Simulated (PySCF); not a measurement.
**AlCu: from the state search to spectroscopic constants**

The task here is to estimate one member of a computed series from the others.

Program: PySCF 2.14.0. Level of theory: Al def2-TZVPPD, Cu def2-TZVPPD, no relativity. These are calculated values, not measurements.

Set-up of the first run:

A driver script around PySCF takes these settings:

```json
{"atoms": "Al, Cu", "charge": "0", "basis": "Al def2-TZVPPD, Cu def2-TZVPPD", "Hamiltonian": "no relativity", "basis functions": "115", "electrons treated": "42", "masses in u": "26.9815, 62.9296", "levels": "PBE0, PBE, r²SCAN, B3LYP, TPSSh, PBEsol, BLYP, M06-L, ωB97M-V, HF, MP2, SCS-MP2, CCSD, CCSD(T)", "grid": "80 radial by 434 angular points", "occupations": "held fixed by the projection of orbital angular momentum", "dissociation limit": "Al + Cu, each in its ground configuration", "starting distance in angstrom": "2.330", "values of 2S to try": "0, 2, 4"}
```

Started as:

```bash
$ OMP_NUM_THREADS=2 python dia.py task.json out
```

Steps of the session up to this table: The job; The PBE0 curve of the state that the search chose; Excited determinants; PBE (GGA); r²SCAN; B3LYP (global hybrid GGA); TPSSh; PBEsol (GGA); BLYP; M06-L (meta-GGA); ωB97M-V (range-separated hybrid); RHF (mean field); MP2 and coupled cluster.

One of the session's tables, all rows but one given; the rest of the session is left out.

Energy (eV) from each level's lowest point:

| R (Å) | RHF | RHF-MP2 | RHF-SCS-MP2 | RHF-CCSD | RHF-CCSD(T) |
| --- | --- | --- | --- | --- | --- |
| 2.074 | 0.889 | 0.299 | 0.361 | n/a | n/a |
| 2.170 | 0.540 | 0.104 | 0.143 | 0.225 | 0.169 |
| 2.266 | 0.300 | 0.015 | 0.032 | 0.079 | 0.046 |
| 2.339 | 0.176 | 0.000 | 0.000 | 0.022 | 0.006 |
| 2.411 | ? | ? | ? | ? | ? |
| 2.483 | 0.035 | 0.058 | 0.027 | 0.005 | 0.021 |
| 2.580 | 0.000 | 0.141 | 0.091 | 0.044 | 0.078 |
| 2.700 | 0.004 | 0.274 | 0.203 | 0.129 | 0.184 |
| 2.845 | 0.057 | 0.458 | 0.366 | 0.264 | 0.339 |
| 3.038 | 0.182 | 0.721 | 0.605 | n/a | n/a |

Estimate the missing values for R (Å) = 2.411.

Worked estimate for «RHF». A straight line through the neighbours (2.339, 0.176) and (2.483, 0.035) gives 0.176 + (0.035 − 0.176) × (2.411 − 2.339) / (2.483 − 2.339) = 0.105; a parabola fitted to 4 rows on both sides gives 0.091.

The run gave: RHF: 0.090; RHF-MP2: 0.017; RHF-SCS-MP2: 0.001; RHF-CCSD: 0.000; RHF-CCSD(T): 0.000. In «RHF» the line misses by +0.015 and the parabola by +0.001.

Limits of these values: Lowest PBE0 solution found, without spin–orbit coupling: ¹Σ⁺ (singlet), closed shell. Warnings in the runs' records: inverted.
